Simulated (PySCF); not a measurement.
# MoO₂²⁺: singlet, from a linear start

Aim: relax MoO₂²⁺ as a singlet from a linear start, check by its vibrations whether the end is a minimum, and collect its spectrum and constants.

Computed with PySCF 2.14.0. Level: PBE0, basis Mo def2-TZVP with ECP28, O def2-TZVP, scalar-relativistic core potentials, no spin–orbit coupling, density fitting.

### 1 The system as given

3 atoms, charge 2, spin multiplicity 1.

Bond lengths: Mo1–O2 1.744 Å, Mo1–O3 1.744 Å. Angles: O2–Mo1–O3 180.0°.

```xyz
3
charge 2 multiplicity 1
Mo    0.0000    0.0000    0.0000
O     0.0000    0.0000    1.7444
O     0.0000    0.0000   -1.7444
```

### 2 Relaxing the singlet from the linear start

The steps below are one call of a driver around PySCF. For each, scf.py gives the equivalent set-up of the SCF; relaxations use the driver's own optimiser. Before each start the driver seeks the lowest SCF state from one or more starting densities and follows internal instabilities, so scf.py alone need not reach the same state.

The program finds D∞h symmetry in the start, which this walk keeps.

Input file scf.py:

```python
from pyscf import gto, scf, dft
mol = gto.M(atom='''
Mo     0.000000     0.000000     0.000000
O      0.000000     0.000000     1.744400
O      0.000000     0.000000    -1.744400''',
    basis={'Mo': 'def2-TZVP', 'O': 'def2-TZVP'},
    ecp={'Mo': 'def2-TZVP'},
    charge=2, spin=0)
mf = dft.RKS(mol, xc='PBE0')
mf.grids.atom_grid = (50, 194)
aux = {'Mo': 'def2-universal-JKFIT', 'O': 'def2-universal-JKFIT'}
mf = mf.density_fit(auxbasis=aux)
mf.kernel()
```

Energy and gradient, step by step:

| step | energy (Eh) | change (kJ/mol) | largest symmetric gradient (Eh/bohr) |
| --- | --- | --- | --- |
| 0 | -217.410271 | 0.00 | 0.05749 |
| 1 | -217.416517 | -16.40 | 0.02115 |
| 2 | -217.417218 | -18.24 | 0.00321 |
| 3 | -217.417236 | -18.29 | 0.00014 |
| 4 | -217.417236 | -18.29 | 0.00000 |

The walk needed 5.6 s of wall time on 4 threads, shared host.

End point (D∞h, 4 steps, 18.3 kJ/mol gained): Mo–O 1.684 Å (×2); O–Mo–O 180.0°.

### 3 Frequencies

On the finer grid the gradient is checked again; gradients at displacements of ±0.01 bohr then give force constants and infrared intensities.

Edit scf.py of step 2 so:

```diff
@@ -3,3 +3,3 @@
-Mo     0.000000     0.000000     0.000000
-O      0.000000     0.000000     1.744400
-O      0.000000     0.000000    -1.744400''',
+Mo    -0.000000     0.000000     0.000000
+O      0.000000     0.000000     1.683667
+O     -0.000000     0.000000    -1.683667''',
@@ -10 +10 @@
-mf.grids.atom_grid = (50, 194)
+mf.grids.atom_grid = (75, 302)
```

This SCF starts from the last density.

Log of the central SCF (cycles and frontier levels):

```text
init E= -217.417193897333
  HOMO = -0.866752016767787  LUMO = -0.793351808068707  gap/eV = 1.99732
cycle= 1 E= -217.417193863387  delta_E= 3.39e-08  |g|= 0.000426  |ddm|= 0.000264
  HOMO = -0.86673169603424  LUMO = -0.793344909245054  gap/eV = 1.99696
cycle= 2 E= -217.417192278192  delta_E= 1.59e-06  |g|= 0.00291  |ddm|= 0.00182
  HOMO = -0.866749871694076  LUMO = -0.793351082061236  gap/eV = 1.99728
cycle= 3 E= -217.417193893496  delta_E= -1.62e-06  |g|= 0.000155  |ddm|= 0.00161
  HOMO = -0.866749451526481  LUMO = -0.793350941789374  gap/eV = 1.99728
cycle= 4 E= -217.417193898096  delta_E= -4.6e-09  |g|= 1.03e-06  |ddm|= 6.73e-05
  HOMO = -0.866749471958734  LUMO = -0.793350951807902  gap/eV = 1.99728
cycle= 5 E= -217.417193898097  delta_E= -9.09e-13  |g|= 5.26e-07  |ddm|= 3.08e-06
  HOMO = -0.866749434346161  LUMO = -0.793350931498331  gap/eV = 1.99727
Extra cycle  E= -217.417193898097  delta_E= -1.71e-13  |g|= 2.75e-06  |ddm|= 2.99e-06
converged SCF energy = -217.417193898097
```

The whole step took 11 s.

Geometry: D∞h; Mo–O 1.684 Å (×2); O–Mo–O 180.0°.

Modes, for the most abundant isotopes:

```
ω (cm⁻¹)  IR (km/mol)  μ (u)     type
    442i         46.4  20.15     bend
    442i         46.4  20.15     bend
     844         34.8  20.15  stretch
     983          0.0  15.99  stretch
```

With 2 modes imaginary (up to 442i cm⁻¹) this point is a saddle.

Here the density breaks the symmetry of the frame, and no labels are given; pairs that should be degenerate can split.

Constants and moments:

| Property | Result |
| --- | --- |
| Dipole moment about the centre of mass | 0.00 D |
| Highest occupied level | -23.59 eV |
| Lowest empty level | -21.59 eV |
| Rotational constants | 0.1859 cm⁻¹ |
| Zero-point energy (real modes) | 10.9 kJ/mol |
| Principal polarisabilities | 13.6, 13.6, 49.2 bohr³ |
| Principal traceless quadrupole moments about the centre of mass | -0.16, -0.16, 0.32 D Å |

Charges (e) and bond orders:

```tsv
atom	Mulliken	Löwdin	polar tensor	Mayer order to Mo1
Mo1	2.22	1.80	2.53	–
O2,3	-0.11	0.10	-0.27	2.14
```

Mulliken populations on Mo1 (outside its core potential): s 2.03, p 6.11, d 3.55, f 0.08.

### 4 Downhill along the imaginary mode

The atoms are moved a little along the softest imaginary mode and relaxed again.

The program finds C2v symmetry in the start, which this walk keeps. The walk stops when the largest gradient is under 0.0003 Eh/bohr and the energy has settled too.

Edit scf.py of step 3 so:

```diff
@@ -3,3 +3,3 @@
-Mo    -0.000000     0.000000     0.000000
-O      0.000000     0.000000     1.683667
-O     -0.000000     0.000000    -1.683667''',
+Mo    -0.036301    -0.014820    -0.000000
+O      0.111098     0.045356     1.683667
+O      0.111098     0.045356    -1.683667''',
@@ -10 +10 @@
-mf.grids.atom_grid = (75, 302)
+mf.grids.atom_grid = (50, 194)
```

Steps of the walk:

| step | energy (Eh) | change (kJ/mol) | largest symmetric gradient (Eh/bohr) |
| --- | --- | --- | --- |
| 0 | -217.426183 | 0.00 | 0.06202 |
| 1 | -217.496736 | -185.24 | 0.11128 |
| 2 | -217.556607 | -342.43 | 0.13376 |
| 3 | -217.615458 | -496.94 | 0.07993 |
| 4 | -217.631691 | -539.56 | 0.08278 |
| 5 | -217.632840 | -542.58 | 0.05948 |
| 6 | -217.636391 | -551.90 | 0.00655 |
| 7 | -217.636488 | -552.15 | 0.00236 |
| 8 | -217.636494 | -552.17 | 0.00002 |

The walk took 13 s.

After 8 steps and 552.2 kJ/mol it ends at C2v: Mo–O 1.605 Å (×2); O–Mo–O 101.3°.

### 5 Frequencies

As before: finer grid, then central differences.

Edit scf.py of step 4 so:

```diff
@@ -3,3 +3,3 @@
-Mo    -0.036301    -0.014820    -0.000000
-O      0.111098     0.045356     1.683667
-O      0.111098     0.045356    -1.683667''',
+Mo    -0.231979    -0.094705     0.000000
+O      0.710331     0.289993     1.240775
+O      0.710331     0.289993    -1.240775''',
@@ -10 +10 @@
-mf.grids.atom_grid = (50, 194)
+mf.grids.atom_grid = (75, 302)
```

Log of the central SCF (cycles and frontier levels):

```text
init E= -217.636536336413
  HOMO = -0.891623804326855  LUMO = -0.691492096568416  gap/eV = 5.44586
cycle= 1 E= -217.6365363345  delta_E= 1.91e-09  |g|= 0.000104  |ddm|= 5.57e-05
  HOMO = -0.891625209667914  LUMO = -0.691490333311009  gap/eV = 5.44595
cycle= 2 E= -217.636536306898  delta_E= 2.76e-08  |g|= 0.000395  |ddm|= 0.000211
  HOMO = -0.891623456624323  LUMO = -0.691491543742584  gap/eV = 5.44587
cycle= 3 E= -217.636536336551  delta_E= -2.97e-08  |g|= 7.08e-06  |ddm|= 0.000167
  HOMO = -0.891623821071583  LUMO = -0.691491434995185  gap/eV = 5.44588
cycle= 4 E= -217.636536336559  delta_E= -7.79e-12  |g|= 2.43e-06  |ddm|= 3.35e-06
  HOMO = -0.891623586401728  LUMO = -0.691491835364999  gap/eV = 5.44586
Extra cycle  E= -217.636536336542  delta_E= 1.72e-11  |g|= 1e-05  |ddm|= 4.57e-06
converged SCF energy = -217.636536336542
```

The whole step took 13 s.

Geometry: C2v; Mo–O 1.605 Å (×2); O–Mo–O 101.3°.

Harmonic modes (main isotopes):

```json
{"symmetry": "a1", "ω (cm⁻¹)": "477", "IR (km/mol)": "2.1", "μ (u)": "17.77", "type": "bend"}
{"symmetry": "b2", "ω (cm⁻¹)": "1125", "IR (km/mol)": "54.9", "μ (u)": "18.53", "type": "stretch"}
{"symmetry": "a1", "ω (cm⁻¹)": "1183", "IR (km/mol)": "6.4", "μ (u)": "17.90", "type": "stretch"}
```

Every mode is real; the point is a minimum.

Constants and moments:

| Property | Result |
| --- | --- |
| Dipole moment about the centre of mass | 3.96 D |
| Highest occupied level | -24.26 eV |
| Lowest empty level | -18.82 eV |
| Rotational constants | 0.6749, 0.3423, 0.2271 cm⁻¹ |
| Zero-point energy | 16.7 kJ/mol |
| Principal polarisabilities | 11.0, 19.1, 31.2 bohr³ |
| Principal traceless quadrupole moments about the centre of mass | -1.55, 0.30, 1.25 D Å |
| Entropy at 298.15 K and 1 bar | 263.2 J/(mol K) |
| Heat capacity Cp at 298.15 K | 40.7 J/(mol K) |
| Enthalpy at 298.15 K above 0 K | 10.66 kJ/mol |
| Rotational symmetry number | 2 |

Charges (e) and bond orders:

```json
{"atom": "Mo1", "Mulliken": "2.17", "Löwdin": "1.72", "polar tensor": "2.33", "Mayer order to Mo1": "–"}
{"atom": "O2,3", "Mulliken": "-0.08", "Löwdin": "0.14", "polar tensor": "-0.17", "Mayer order to Mo1": "2.38"}
```

Mulliken populations on Mo1 (outside its core potential): s 2.03, p 6.02, d 3.70, f 0.08.

### 6 Would spin polarisation lower it?

At the lowest minimum the closed shell is tested against spin polarisation, on the (50, 194) grid. It is stable.

### 7 The points found, side by side

| spin | group | bonds | imaginary modes (cm⁻¹) | ΔE (kJ/mol) | with zero-point energy |
| --- | --- | --- | --- | --- | --- |
| singlet | C2v | Mo–O 1.605 Å (×2) | none | 0.0 | 0.0 |
| singlet | D∞h (density of lower symmetry) | Mo–O 1.684 Å (×2) | 442i, 442i | 575.9 | – |

### 8 Outcome

| quantity | value |
| --- | --- |
| minimum | singlet, C2v |
| geometry | Mo–O 1.605 Å (×2); O–Mo–O 101.3° |
| wavenumbers (cm⁻¹) | 477 (a1), 1125 (b2), 1183 (a1) |
| dipole moment (centre of mass) | 3.96 D |
| highest occupied, lowest empty level | -24.26, -18.82 eV |
| polar-tensor charge of Mo1 | +2.33 e |
| zero-point energy | 16.7 kJ/mol |
| entropy at 298.15 K | 263.2 J/(mol K) |

From D∞h at the start the molecule goes to a C2v minimum, after a stop at a second-order saddle point 575.9 kJ/mol higher, from which it was pushed off along an imaginary mode. The strongest infrared band lies at 1125 cm⁻¹ (b2, stretch). Other starts or spin states, not run here, may lie lower.

The search up to here needed 50 s of wall time on 4 threads, shared host.
